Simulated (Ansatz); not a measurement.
# BeB2: the cost of one run

Program: Ansatz 0.2.0. Level of theory: DFT LDA+D3(BJ), scalar-relativistic, plane waves, PAW. These are calculated values, not measurements.

16 further runs of the same task are left out: 16 set aside as unsound or not needed.

## 1. Starting point

The structure is hexagonal, space group P6/mmm (No. 191). The conventional cell has a = 2.930 Å, b = 2.930 Å, c = 2.877 Å, α = 90.00°, β = 90.00°, γ = 120.00°. Be (site symmetry 6/mmm) is surrounded by 12 B at 2.22 Å. Around B (site symmetry -6m2) lie 3 B at 1.69 Å and 6 Be at 2.22 Å.

Structure file:

```
Be B
1.0
     2.92969    0.00000    0.00000
    -1.46485    2.53719    0.00000
     0.00000    0.00000    2.87733
Be B
1 2
Direct
  0.00000 0.00000 0.00000
  0.33333 0.66667 0.50000
  0.66667 0.33333 0.50000
```

The structure comes from the Materials Project (structure only).

## 6. Setting up the map

The energy is mapped over the lattice constants a and c of the conventional cell.

First coordinate, lattice constant a (and b): 7 values from 2.788 to 2.960 Å. Second coordinate, lattice constant c: 7 values from 2.174 to 3.373 Å.

Nothing else is relaxed (symmetry fixes all fractional coordinates). Energies count from the relaxed crystal. Points are written as (first, second).

(The set-up runs are not shown.)

## 7. Point (2.845 Å, 2.973 Å)

Contents of input.yaml:

```yaml
crystal:
  lattice:
    - [2.8454, 0.0, 0.0]
    - [-1.4227, 2.4641886839, 0.0]
    - [0.0, 0.0, 2.9731]
  atoms:
    - { symbol: Be, position: [0.0, 0.0, 0.0] }
    - { symbol: B, position: [0.3333333333, 0.6666666667, 0.5] }
    - { symbol: B, position: [0.6666666667, 0.3333333333, 0.5] }
basis:
  ecutwfc: 520.0
kpoints:
  mp_grid: { grid: [15, 15, 14] }
hamiltonian:
  xc: lda
  pseudopotentials: { kind: paw }
  dispersion: d3bj
scf:
  occupations: { method: gaussian, width: 0.15 }
output:
  forces: true
  stress: true
  eigenvalues: true
```

The run is started by

```
ansatz run input.yaml --threads 1 --pin off --max-ram 2048MiB --backend cpu --events-out ev --progress --plain --runs-dir out
```

What time and memory should one allow on 1 thread of Arm Neoverse N1, shared host?

About 5.3 s, with a peak of 0.31 GiB.
